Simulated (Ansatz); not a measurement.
# Cl₃H₂NTi: how energies converge with the basis set

An exercise on one series of results from a longer session: the logs are not shown, and one member is left open.

Method: one geometry, several basis sets; program: Ansatz 0.2.0, Gaussian basis.

Plan: PBE0-D4/def2-SVP; ωB97M-V/def2-SVP; PBE0-D4/def2-QZVPP; ωB97M-V/def2-QZVPP; the functionals' def2-TZVPP values are taken from earlier runs.

### The relaxed structure

An earlier PBE0-D4 in a triple-zeta def2 set relaxation fixed the geometry.

SMILES `[NH2][Ti]([Cl])([Cl])[Cl]`, 7 atoms, charge 0, spin multiplicity 1.

Atoms are counted from 1 here; the program's logs count them from 0.

Bond lengths: N1–Ti2 1.838 Å, N1–H6 1.012 Å, N1–H7 1.012 Å, Ti2–Cl3 2.181 Å, Ti2–Cl4 2.192 Å, Ti2–Cl5 2.181 Å. Angles: Ti2–N1–H6 124.2°, Ti2–N1–H7 124.2°, H6–N1–H7 111.5°, N1–Ti2–Cl3 107.1°, N1–Ti2–Cl4 109.3°, N1–Ti2–Cl5 107.2°, Cl3–Ti2–Cl4 109.6°, Cl3–Ti2–Cl5 114.1°, Cl4–Ti2–Cl5 109.4°.

Set-up of the first run:

in.yaml

```yaml
crystal:
  periodic: [false, false, false]
  atoms:
    - {symbol: N, position_ang: [-0.676355, 0.479636, 0.813087]}
    - {symbol: Ti, position_ang: [0.415967, -0.273274, -0.459145]}
    - {symbol: Cl, position_ang: [1.922473, -1.442076, 0.599710]}
    - {symbol: Cl, position_ang: [-0.771411, -1.594656, -1.742837]}
    - {symbol: Cl, position_ang: [1.232314, 1.358702, -1.654518]}
    - {symbol: H, position_ang: [-1.200173, 1.334725, 0.679152]}
    - {symbol: H, position_ang: [-0.861715, 0.068942, 1.718851]}
basis:
  gaussian: {orbitals: def2-SVP}
hamiltonian: {xc: pbe0, dispersion: d4}
output: {orbitals: {seedname: orbitals}}
```

Among the steps run: PBE0-D4 in def2-SVP; ωB97M-V in def2-SVP; PBE0-D4 in def2-QZVPP; ωB97M-V in def2-QZVPP.

One of the session's tables, all rows but one given; the rest of the session is left out.

It belongs to the step «Functionals by basis». 

```
functional       basis  HOMO (eV)  LUMO (eV)
   PBE0-D4    def2-SVP      -8.36      -3.15
   PBE0-D4  def2-TZVPP      -8.50      -3.16
   PBE0-D4  def2-QZVPP      -8.52      -3.18
   ωB97M-V    def2-SVP     -10.56      -0.90
   ωB97M-V  def2-TZVPP     -10.75      -0.97
   ωB97M-V  def2-QZVPP          ?          ?
```

Q: Estimate the row for ωB97M-V, def2-QZVPP from the others.

As computed: HOMO (eV): -10.78; LUMO (eV): -1.01. In the column «HOMO (eV)» it is the lowest.
